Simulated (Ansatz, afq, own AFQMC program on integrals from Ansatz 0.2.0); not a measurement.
**CH₂Ge (quintet): AFQMC on the coupled-cluster ladder, cc-pVDZ**

Aim: compute CH₂Ge (quintet) with auxiliary-field quantum Monte Carlo on the same integrals as coupled cluster, and set the energies side by side.

Program: Ansatz 0.2.0, Gaussian basis, and an in-house AFQMC program (afq) on its integrals; all values are calculated. Level of theory: cc-pVDZ, frozen cores. These are calculated values, not measurements.

To be run: PBE (unrestricted); r2SCAN (unrestricted); PBE0 (unrestricted); B3LYP (unrestricted); wB97M-V (unrestricted); B2PLYP (unrestricted); CCSD(T) on UHF; CCSDT(Q) on UHF; Phaseless AFQMC, CISD trial on UHF; Phaseless AFQMC, single-determinant trial on UHF; Free-projection AFQMC, CISD trial on UHF.

## 1. What is computed

The geometry is a PBE0/def2-TZVP stationary point (not a proven minimum) of the parent state, kept for this charge and spin. No spin-orbit coupling is included. The filled d shell of Ge may be among the frozen orbitals whatever the setting's name suggests; the logs give the count.

4 atoms, charge 0, spin multiplicity 5.

Atoms are counted from 1 here; the program's logs count them from 0.

Bond lengths: Ge1–C2 1.957 Å, C2–H3 1.091 Å, C2–H4 1.091 Å. Angles: Ge1–C2–H3 123.6°, Ge1–C2–H4 123.6°, H3–C2–H4 112.9°.

## 2. PBE (unrestricted)

Contents of in.yaml:

```yaml
crystal:
  periodic: [false, false, false]
  atoms:
    - {symbol: Ge, position_ang: [0.000000, 0.000000, 0.330803]}
    - {symbol: C, position_ang: [0.000000, 0.000000, -1.626483]}
    - {symbol: H, position_ang: [0.000000, 0.908852, -2.229454]}
    - {symbol: H, position_ang: [0.000000, -0.908852, -2.229454]}
basis:
  gaussian: {orbitals: cc-pVDZ}
magnetization: {spin_polarized: true, initial_magnetization: 4}
hamiltonian: {xc: {name: PBE}}
output: {orbitals: {seedname: orbitals}}
```

Started as:

```sh
> ansatz run in.yaml --threads 1 --pin off --events-out ev --progress --plain --max-ram 1382MiB
```

The program printed:

```text
Functional definition: PBE
  name "PBE"
  cite "Perdew, Burke & Ernzerhof, Phys. Rev. Lett. 77, 3865 (1996) doi:10.1103/PhysRevLett.77.3865"
  parent pbe
  parameter kappa = 0.804
  parameter beta = 0.06672455060314922
  exchange = pbe_x(kappa = kappa, mu = beta*pi^2/3)
  correlation = pbe_c(beta = beta)
671 factors; their error is unknown
mean field evaluation 1: about -57567.4159 eV, gradient 2.4e1 eV
mean field evaluation 2: about -57561.0090 eV, gradient 3.7e1 eV
mean field evaluation 4: about -57570.6599 eV, gradient 1.2e0 eV
mean field evaluation 8: about -57570.6643 eV, gradient 6.6e-2 eV
mean field evaluation 16: about -57570.6644 eV, gradient 4.3e-6 eV
mean field -57570.66437200 eV, -2115.6828928730 hartree, gradient 4.3e-6 eV, S^2 6.004341; 0 other end points of the search recorded, 0 dependent functions left out
reference -57570.66440163 eV, -2115.6828939619 hartree; 22, 18 occupied and 29, 33 virtual orbitals, 671 factors
Total energy: -57570.66440163 eV, -2115.6828939619 hartree
```

It took 1.1 s on 1 thread of Arm Neoverse V2, shared host.

From the report: ⟨S²⟩ of the determinant 6.004 (pure quintet: 6.00).

## 3. r2SCAN (unrestricted)

in.yaml, as its differences from that of step 2:

```diff
@@ -10,3 +10,2 @@
 magnetization: {spin_polarized: true, initial_magnetization: 4}
-hamiltonian: {xc: {name: PBE}}
-output: {orbitals: {seedname: orbitals}}
+hamiltonian: {xc: {name: r2SCAN}}
```

Same command.

The program printed:

```text
Functional definition: r2SCAN
  name "r2SCAN"
  cite "Furness, Kaplan, Ning, Perdew & Sun, J. Phys. Chem. Lett. 11, 8208 (2020) doi:10.1021/acs.jpclett.0c02405"
  cite "Furness, Kaplan, Ning, Perdew & Sun, J. Phys. Chem. Lett. 11, 9248 (2020) doi:10.1021/acs.jpclett.0c03077"
  parent r2scan
  parameter k0 = 0.174
  parameter k1 = 0.065
  parameter a1 = 4.9479
  exchange = r2scan_x(k0 = k0, k1 = k1, a1 = a1)
  correlation = r2scan_c
671 factors; their error is unknown
mean field evaluation 1: about -57577.6516 eV, gradient 2.1e1 eV
mean field evaluation 2: about -57574.6922 eV, gradient 2.8e1 eV
mean field evaluation 4: about -57580.0796 eV, gradient 7.1e-1 eV
mean field evaluation 8: about -57580.0752 eV, gradient 6.9e-2 eV
mean field evaluation 16: about -57580.0753 eV, gradient 1.9e-5 eV
mean field -57580.07527572 eV, -2116.0287372057 hartree, gradient 1.9e-5 eV, S^2 6.008895; 0 other end points of the search recorded, 0 dependent functions left out
reference -57580.07528483 eV, -2116.0287375407 hartree; 22, 18 occupied and 29, 33 virtual orbitals, 671 factors
Total energy: -57580.07528483 eV, -2116.0287375407 hartree
```

It took 2.8 s on 1 thread of Arm Neoverse V2, shared host.

From the report: ⟨S²⟩ of the determinant 6.009 (pure quintet: 6.00).

## 4. PBE0 (unrestricted)

in.yaml, as its differences from that of step 3:

```diff
@@ -10,2 +10,3 @@
 magnetization: {spin_polarized: true, initial_magnetization: 4}
-hamiltonian: {xc: {name: r2SCAN}}
+hamiltonian: {xc: {name: PBE0}}
+output: {orbitals: {seedname: orbitals}}
```

Launched as before.

The program printed:

```text
Functional definition: PBE0
  name "PBE0"
  cite "Adamo & Barone, J. Chem. Phys. 110, 6158 (1999) doi:10.1063/1.478522"
  cite "Perdew, Burke & Ernzerhof, Phys. Rev. Lett. 77, 3865 (1996) doi:10.1103/PhysRevLett.77.3865"
  parent pbe
  parameter a = 0.25
  parameter kappa = 0.804
  parameter beta = 0.06672455060314922
  exchange = (1 - a)*pbe_x(kappa = kappa, mu = beta*pi^2/3) + a*exact_x
  correlation = pbe_c(beta = beta)
548 factors; integrals over basis functions are off by at most 1.2e-3 eV
mean field evaluation 1: about -57570.7924 eV, gradient 1.7e1 eV
mean field evaluation 2: about -57570.1325 eV, gradient 1.9e1 eV
mean field evaluation 4: about -57572.4222 eV, gradient 3.1e-1 eV
mean field evaluation 8: about -57572.4805 eV, gradient 3.3e-2 eV
mean field evaluation 16: about -57572.4805 eV, gradient 8.3e-5 eV
mean field -57572.48053902 eV, -2115.7496357802 hartree, gradient 8.3e-5 eV, S^2 6.006345; 0 other end points of the search recorded, 0 dependent functions left out
reference -57572.48056134 eV, -2115.7496366003 hartree; 22, 18 occupied and 29, 33 virtual orbitals, 548 factors
Total energy: -57572.48056134 eV, -2115.7496366003 hartree
```

It took 1.6 s on 1 thread of Arm Neoverse V2, shared host.

From the report: ⟨S²⟩ of the determinant 6.006 (pure quintet: 6.00).

## 5. B3LYP (unrestricted)

in.yaml, as its differences from that of step 4:

```diff
@@ -10,3 +10,2 @@
 magnetization: {spin_polarized: true, initial_magnetization: 4}
-hamiltonian: {xc: {name: PBE0}}
-output: {orbitals: {seedname: orbitals}}
+hamiltonian: {xc: {name: B3LYP}}
```

Same command.

The program printed (excerpt; [...] marks lines left out):

```text
Functional definition: B3LYP
  name "B3LYP"
  cite "Stephens, Devlin, Chabalowski & Frisch, J. Phys. Chem. 98, 11623 (1994) doi:10.1021/j100096a001"
  cite "Becke, Phys. Rev. A 38, 3098 (1988) doi:10.1103/PhysRevA.38.3098"
  cite "Lee, Yang & Parr, Phys. Rev. B 37, 785 (1988) doi:10.1103/PhysRevB.37.785"
  cite "Vosko, Wilk & Nusair, Can. J. Phys. 58, 1200 (1980) doi:10.1139/p80-159"
[...]
548 factors; integrals over basis functions are off by at most 1.2e-3 eV
[...]
mean field -57581.99208438 eV, -2116.0991786249 hartree, gradient 6.6e-5 eV, S^2 6.005329; 0 other end points of the search recorded, 0 dependent functions left out
reference -57581.99226723 eV, -2116.0991853446 hartree; 22, 18 occupied and 29, 33 virtual orbitals, 548 factors
Total energy: -57581.99226723 eV, -2116.0991853446 hartree
```

Wall time 1.6 s (1 thread of Arm Neoverse V2, shared host).

From the report: ⟨S²⟩ of the determinant 6.005 (pure quintet: 6.00).

## 6. wB97M-V (unrestricted)

in.yaml, as its differences from that of step 5:

```diff
@@ -10,2 +10,3 @@
 magnetization: {spin_polarized: true, initial_magnetization: 4}
-hamiltonian: {xc: {name: B3LYP}}
+hamiltonian: {xc: {name: wB97M-V}}
+output: {orbitals: {seedname: orbitals}}
```

Launched as before.

The program printed (excerpt; [...] marks lines left out):

```text
Functional definition: wB97M-V
  name "wB97M-V"
  cite "Mardirossian & Head-Gordon, J. Chem. Phys. 144, 214110 (2016) doi:10.1063/1.4952647"
  cite "Becke, J. Chem. Phys. 107, 8554 (1997) doi:10.1063/1.475007"
  cite "Vydrov & Van Voorhis, J. Chem. Phys. 133, 244103 (2010) doi:10.1063/1.3521275"
  # Of w^i u^j: cxij and so on, Table III.
[...]
  gx(w, u) = 1 - cx + cx01*u + cx10*w
  gss(w, u) = css00 + css04*u^4 + css10*w + css20*w^2 + css43*w^4*u^3
  gos(w, u) = cos00 + cos10*w + (cos20 + cos21*u)*w^2 + (cos60 + cos61*u)*w^6
[...]
      + integral(e_c_pw_mod_opposite_spin*gos(b97_w_opposite, b97_u_opposite)) + vv10(b, c)
548 factors; integrals over basis functions are off by at most 1.2e-3 eV
161 factors; integrals over basis functions are off by at most 6.6e-6 eV
[...]
mean field -57576.98418795 eV, -2115.9151418254 hartree, gradient 2.4e-5 eV, S^2 6.005879; 0 other end points of the search recorded, 0 dependent functions left out
reference -57576.98421689 eV, -2115.9151428891 hartree; 22, 18 occupied and 29, 33 virtual orbitals, 548 factors
Total energy: -57576.98421689 eV, -2115.9151428891 hartree
```

It took 6 s on 1 thread of Arm Neoverse V2, shared host.

From the report: ⟨S²⟩ of the determinant 6.006 (pure quintet: 6.00).

## 7. B2PLYP (unrestricted)

in.yaml, as its differences from that of step 6:

```diff
@@ -10,3 +10,3 @@
 magnetization: {spin_polarized: true, initial_magnetization: 4}
-hamiltonian: {xc: {name: wB97M-V}}
-output: {orbitals: {seedname: orbitals}}
+hamiltonian: {xc: {name: B2PLYP}}
+correlation: {electrons: outside_noble_gas}
```

The command is unchanged.

The program printed (excerpt; [...] marks lines left out):

```text
Functional definition: B2PLYP
  name "B2PLYP"
  cite "Grimme, J. Chem. Phys. 124, 034108 (2006) doi:10.1063/1.2148954"
  cite "Becke, Phys. Rev. A 38, 3098 (1988) doi:10.1103/PhysRevA.38.3098"
  cite "Lee, Yang & Parr, Phys. Rev. B 37, 785 (1988) doi:10.1103/PhysRevB.37.785"
[...]
548 factors; integrals over basis functions are off by at most 1.2e-3 eV
[...]
mean field -57566.81239722 eV, -2115.5413354111 hartree, gradient 1.3e-6 eV, S^2 6.010091; 0 other end points of the search recorded, 0 dependent functions left out
15 core orbitals not correlated: weight in the atoms' cores, before any rotation towards them, 0.998 or more for the frozen orbitals, at most 0.001 for the correlated occupied ones
reference -57566.81251365 eV, -2115.5413396896 hartree; 7, 3 occupied and 29, 33 virtual orbitals, 548 factors
second order -5.16751023 eV of doubles, -0.00000000 eV of singles
Total energy: -57568.20774141 eV, -2115.5926133641 hartree
```

Wall time 1.6 s (1 thread of Arm Neoverse V2, shared host).

From the report: ⟨S²⟩ of the determinant 6.010 (pure quintet: 6.00).

## 8. CCSD(T) on UHF

in.yaml, as its differences from that of step 7:

```diff
@@ -10,3 +10,2 @@
 magnetization: {spin_polarized: true, initial_magnetization: 4}
-hamiltonian: {xc: {name: B2PLYP}}
-correlation: {electrons: outside_noble_gas}
+correlation: {method: ccsd_t, electrons: outside_noble_gas, hamiltonian_folder: ham}
```

Launched as before.

The program printed (excerpt; [...] marks lines left out):

```text
Functional definition: HF
  name "HF"
  cite "Fock, Z. Phys. 61, 126 (1930) doi:10.1007/BF01340294"
  parent pbe
[...]
548 factors; integrals over basis functions are off by at most 1.2e-3 eV
[...]
mean field -57530.78930141 eV, -2114.2175110574 hartree, gradient 1.6e-6 eV, S^2 6.020270; 0 other end points of the search recorded, 0 dependent functions left out
15 core orbitals not correlated: weight in the atoms' cores, before any rotation towards them, 0.999 or more for the frozen orbitals, at most 0.001 for the correlated occupied ones
reference -57530.78930141 eV, -2114.2175110574 hartree; 7, 3 occupied and 29, 33 virtual orbitals, 548 factors
second order -4.11102170 eV of doubles, -0.00000000 eV of singles
cycle   1  -4.66590389 eV  change   -5.5e-1 eV  update   5.8e-2
[...]
cycle  10  -4.90535875 eV  change   -1.2e-6 eV  update   8.9e-6
perturbative correction -0.12458396 eV, -0.0045783762 hartree
Total energy: -57535.81924413 eV, -2114.4023580427 hartree
```

Run time: 1.1 s. Hardware: 1 thread of Arm Neoverse V2, shared host.

From the report: ⟨S²⟩ of the determinant 6.020 (pure quintet: 6.00); correlation -5.0299 eV; T1 0.017; largest double amplitude 0.05.

This run also writes the integrals to the folder ham.

[end of part 1 of 2]
